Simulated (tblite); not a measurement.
# IPEA1-xTB run of C3H4F2 (SMILES F/C=C/CF)

What is the electronic atomisation energy of C3H4F2 at IPEA1-xTB? 

The results are computed with tblite 0.8.0.

13 further runs of the same task are left out: 13 set aside as unsound or not needed.

### 1 The molecule

C3H4F2 has 9 atoms, charge 0, and is taken as a singlet. SMILES: `F/C=C/CF`. Geometry: relaxed at PBE0-D4/def2-TZVP. This is one conformer, not always the lowest.

Bond lengths: F1–C2 1.332 Å, C2–C3 1.320 Å, C3–C4 1.482 Å, C4–F5 1.388 Å, C2–H6 1.085 Å, C3–H7 1.085 Å, C4–H8 1.094 Å, C4–H9 1.094 Å. Some angles: F1–C2–C3 122.5°, C2–C3–C4 121.0°, C3–C4–F5 110.6°, F1–C2–H6 112.4°, C3–C2–H6 125.1°, C2–C3–H7 120.0°, C4–C3–H7 118.9°, C3–C4–H8 111.2°, C3–C4–H9 111.3°, F5–C4–H8 107.9°.

### 2 Energy and gradient at IPEA1-xTB

Contents of job.py:

```python
# IPEA1-xTB energy and gradient with ASE
import json
import numpy as np
from ase import Atom, Atoms
from tblite.ase import TBLite
from ase.units import kcal, mol as mol_
from ase.units import Debye

atoms = Atoms([
    Atom("F", (-2.209900, -0.026000, 1.314000)),
    Atom("C", (-1.254900, -0.268300, 0.418300)),
    Atom("C", (-0.069300, 0.309000, 0.473200)),
    Atom("C", (0.980100, -0.003600, -0.525800)),
    Atom("F", (1.279200, 1.118700, -1.286000)),
    Atom("H", (-1.566100, -0.985700, -0.334400)),
    Atom("H", (0.150200, 1.024100, 1.258600)),
    Atom("H", (0.654400, -0.794800, -1.207600)),
    Atom("H", (1.910300, -0.315800, -0.041200)),
])
start = atoms.get_positions()

atoms.calc = TBLite(method="IPEA1-xTB", charge=0, accuracy=0.1, spin_polarization=1.0)
print(f"E: {atoms.get_potential_energy() / (kcal / mol_):.6f} kcal/mol")
print(f"Dipole: {np.linalg.norm(atoms.get_dipole_moment()) / Debye:.4f} D")
print("Charges:", np.round(atoms.get_charges(), 4))
print("Forces (eV/angstrom):")
for a, F in zip(atoms, atoms.get_forces()):
    print(f"{a.symbol:<2} {F[0]:11.6f} {F[1]:11.6f} {F[2]:11.6f}")
json.dump(dict(energy=atoms.get_potential_energy(), forces=atoms.get_forces().tolist(), dipole=atoms.get_dipole_moment().tolist(), charges=atoms.get_charges().tolist(),
               symbols=atoms.get_chemical_symbols(), start=start.tolist(), final=atoms.positions.tolist()), open("results.json", "w"))
```

Started as:

```bash
$ python job.py
```

What it wrote:

```text
------------------------------------------------------------
  cycle        total energy    energy error   density error
------------------------------------------------------------
      1     -20.16779700077  -2.0374353E+01   3.3766308E-01
      2     -20.19097756800  -2.3180567E-02   2.2110395E-01
      3     -19.97871086242   2.1226671E-01   1.8987605E-01
      4     -20.25180365393  -2.7309279E-01   2.6537402E-02
      5     -20.25864510216  -6.8414482E-03   6.3889238E-03
      6     -20.25895501428  -3.0991212E-04   1.8618611E-03
      7     -20.25898089221  -2.5877935E-05   2.1708027E-04
      8     -20.25898085065   4.1567212E-08   1.5694907E-04
      9     -20.25898098294  -1.3229185E-07   2.3656712E-05
     10     -20.25898098615  -3.2150531E-09   9.3011076E-07
------------------------------------------------------------

 total:                                   0.019 sec
E: -12712.702500 kcal/mol
Dipole: 2.7693 D
Charges: [-0.1733  0.0888 -0.0263  0.087  -0.2193  0.0683  0.0588  0.0569  0.0592]
Forces (eV/angstrom):
F    -0.133850    0.052859    0.164903
C     0.001992   -0.294929   -0.415693
C    -0.365930    0.305110    0.448351
C     0.318236   -0.150901   -0.098655
F    -0.068621   -0.162261    0.082730
H    -0.032327    0.097664    0.148421
H     0.156167   -0.047015   -0.165885
H     0.058618    0.128445   -0.113269
H     0.065715    0.071028   -0.050902
```

Run time: 0.47 s. Hardware: 1 thread of Intel Xeon at 2.50GHz (Skylake/Cascade Lake), shared host.

### 3 The C atom: the energy at IPEA1-xTB

Contents of xtb_job.py:

```python
import json
import numpy as np
from tblite.interface import Calculator
from tblite.interface import symbols_to_numbers

geometry = """
C      0.000000     0.000000     0.000000
"""
lines = [l.split() for l in geometry.strip().splitlines()]
symbols = [l[0] for l in lines]
numbers = np.array(symbols_to_numbers(symbols))
positions = np.array([l[1:4] for l in lines], float) / 0.52917721

tb = Calculator("IPEA1-xTB", numbers, positions, charge=0, uhf=2)
tb.set("verbosity", 0)
tb.set("accuracy", 0.1)
tb.add("spin-polarization", 1.0)
res = tb.singlepoint()

print(f"Energy: {res.get('energy') * 2625.4996:.8f} kJ/mol")
eps = np.atleast_2d(res.get("orbital-energies")) * 27.211386
occ = np.atleast_2d(res.get("orbital-occupations"))
filled = occ.sum(axis=0) if eps.shape[0] == 1 else occ[0]
homo = np.nonzero(filled > 0.5)[0].max()
print("  MO   occupation   energy/eV")
for i in range(max(0, homo - 4), min(eps.shape[1], homo + 5)):
    print(f"{i + 1:4d} {filled[i]:10.4f} {eps[0, i]:12.4f}")
mu = res.get("dipole") * 2.541746
print(f"dipole: {np.linalg.norm(mu):.4f} D, components " + " ".join(f"{c:.4f}" for c in mu))
q = res.get("charges")
print("Charges:", " ".join(f"{s}{i + 1}={c:+.4f}" for i, (s, c) in enumerate(zip(symbols, q))))
out = {k: np.asarray(res.get(k)).tolist() for k in ("energy", "gradient", "charges", "dipole", "orbital-energies", "orbital-occupations")}
out.update(symbols=symbols, positions=(positions * 0.529177210903).tolist())
json.dump(out, open("results.json", "w"))
```

Started as:

```bash
$ python xtb_job.py
```

What it wrote:

```text
Energy: -5091.89928784 kJ/mol
  MO   occupation   energy/eV
   1     1.0000     -17.3300
   2     0.6667     -11.0111
   3     0.6667     -11.0111
   4     0.6667     -11.0111
   5     0.0000      -4.7289
dipole: 0.0000 D, components 0.0000 0.0000 0.0000
Charges: C1=+0.0000
```

It took 0.34 s on 1 thread of Intel Xeon at 2.50GHz (Skylake/Cascade Lake), shared host.

### 4 The F atom: a single-point energy at IPEA1-xTB

Contents of run.py:

```python
# IPEA1-xTB single point with ASE
import json
import numpy as np
from ase import Atom, Atoms
from tblite.ase import TBLite
from ase.units import Debye

mol = Atoms([
    Atom("F", (0.000000, 0.000000, 0.000000)),
])
start = mol.get_positions()

mol.calc = TBLite(
    method="IPEA1-xTB",
    multiplicity=2,
    accuracy=0.1,
    spin_polarization=1.0,
)
print(f"Energy: {mol.get_potential_energy():.6f} eV")
print(f"Dipole: {np.linalg.norm(mol.get_dipole_moment()) / Debye:.4f} D")
print("Charges:", np.round(mol.get_charges(), 4))
json.dump(dict(energy=mol.get_potential_energy(), forces=mol.get_forces().tolist(), dipole=mol.get_dipole_moment().tolist(), charges=mol.get_charges().tolist(),
               symbols=mol.get_chemical_symbols(), start=start.tolist(), final=mol.positions.tolist()), open("results.json", "w"))
```

Run the same way, it converges to -5.24724 Eh (log not shown).

### 5 The H atom: the energy at IPEA1-xTB

Contents of geom.xyz:

```xyz
1

H      0.000000     0.000000     0.000000
```

Contents of script.py:

```python
# IPEA1-xTB single point
import json
import numpy as np
from tblite.interface import Calculator
from tblite.interface import symbols_to_numbers

symbols = list(map(str, np.loadtxt("geom.xyz", skiprows=2, usecols=0, dtype=str, ndmin=1)))
numbers = np.array(symbols_to_numbers(symbols))
positions = np.loadtxt("geom.xyz", skiprows=2, usecols=(1, 2, 3), ndmin=2) / 0.5291772

calc = Calculator("IPEA1-xTB", numbers, positions, charge=0, uhf=1)
calc.set("verbosity", 0)
calc.set("accuracy", 0.1)
calc.add("spin-polarization", 1.0)
result = calc.singlepoint()

print(f"Energy: {result.get('energy') * 2625.4996:.8f} kJ/mol")
eps = np.atleast_2d(result.get("orbital-energies")) * 27.211386
occ = np.atleast_2d(result.get("orbital-occupations"))
filled = occ.sum(axis=0) if eps.shape[0] == 1 else occ[0]
homo = np.nonzero(filled > 0.5)[0].max()
print("  MO   occupation   energy/eV")
for i in range(max(0, homo - 4), min(eps.shape[1], homo + 5)):
    print(f"{i + 1:4d} {filled[i]:10.4f} {eps[0, i]:12.4f}")
mu = result.get("dipole") * 2.541746
print(f"Dipole moment: {np.linalg.norm(mu):.4f} D, components " + " ".join(f"{c:.4f}" for c in mu))
q = result.get("charges")
print("Charges:", " ".join(f"{s}{i + 1}={c:+.4f}" for i, (s, c) in enumerate(zip(symbols, q))))
out = {k: np.asarray(result.get(k)).tolist() for k in ("energy", "gradient", "charges", "dipole", "orbital-energies", "orbital-occupations")}
out.update(symbols=symbols, positions=(positions * 0.529177210903).tolist())
json.dump(out, open("results.json", "w"))
```

Run the same way, it converges to -0.42249 Eh (log not shown).

### 6 Results

At IPEA1-xTB:

| quantity | value |
| --- | --- |
| molecule: total energy | -20.25898 Eh |
| molecule: dipole moment | 2.77 D |
| molecule: largest force on an atom | 0.654 eV/Å |
| C atom: total energy | -1.93940 Eh |
| C atom: dipole moment | 0.00 D |
| C atom: HOMO energy (as the program lists it) | -11.01 eV |
| C atom: LUMO energy (as the program lists it) | -4.73 eV |
| C atom: largest force on an atom | 0.000 eV/Å |
| F atom: total energy | -5.24724 Eh |
| F atom: dipole moment | 0.00 D |
| F atom: largest force on an atom | 0.000 eV/Å |
| H atom: total energy | -0.42249 Eh |
| H atom: dipole moment | 0.00 D |
| H atom: HOMO energy (as the program lists it) | -12.47 eV |
| H atom: largest force on an atom | 0.000 eV/Å |
| electronic atomisation energy | 61.398 eV |

Taking the molecule apart into free atoms costs 61.40 eV (5924 kJ/mol), before zero-point energy and without spin-orbit coupling. The largest force (molecule) is 0.65 eV/Å: the shape isn't a stationary point for this species at this level. Tight-binding and semi-empirical models aren't fitted to free atoms, so this value can be far from the true one.
